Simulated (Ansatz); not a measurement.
The system is Ti3S2.

```
Ti S
1.0
     2.71311    1.56642    3.23762
    -2.71311    1.56642    3.23762
     0.00000   -3.13283    3.23762
Ti S
3 2
Direct
  0.00000 0.33565 0.66434
  0.66434 0.00000 0.33565
  0.33565 0.66434 0.00000
  0.16784 0.16784 0.16784
  0.83216 0.83216 0.83216
```

The cell comes from a database or a generator and needn't be the stable form of this composition.

| Property | Result |
| --- | --- |
| Program | Ansatz 0.2.0 |
| Task | single point |
| Functional | PBE |
| Potentials or basis | Ansatz PAW |
| Cutoff | 420 eV (not typed: the program's choice for these potentials) |
| k mesh | 6 × 6 × 6 |
| Occupations | fermi-dirac, width 0.05 eV |
| Spin | no spin polarisation |

On this cell: pressure 0.3 GPa; largest force 0.034 eV/Å; band gap on the k mesh none (metal or under the smearing width).

The same run follows on a disturbed copy (atoms moved at random, drawn with an rms of 0.05 Å):

```
Ti S
1.0
     2.71311    1.56642    3.23762
    -2.71311    1.56642    3.23762
     0.00000   -3.13283    3.23762
Ti S
3 2
Direct
  0.00504 0.33886 0.65433
  0.66145 0.00702 0.33455
  0.33258 0.65915 0.99989
  0.14899 0.19212 0.16459
  0.83772 0.83799 0.82778
```

What changes?

The energy (extrapolated to zero smearing) moves by +23.3 meV/atom; pressure 0.7 GPa; largest force 1.348 eV/Å; band gap on the k mesh none (metal or under the smearing width).

Forces in eV/Å, atoms in the order of the input:
```
Ti  -0.433 -0.335  0.301
Ti  -0.152 -0.013 -0.399
Ti  -0.351  0.741  0.962
S    1.260 -0.073 -0.474
S   -0.323 -0.320 -0.390
```

Stress tensor (GPa, compression positive):
```
-0.93 -1.44 -0.21
-1.44  2.08  0.01
-0.21  0.01  0.95
```
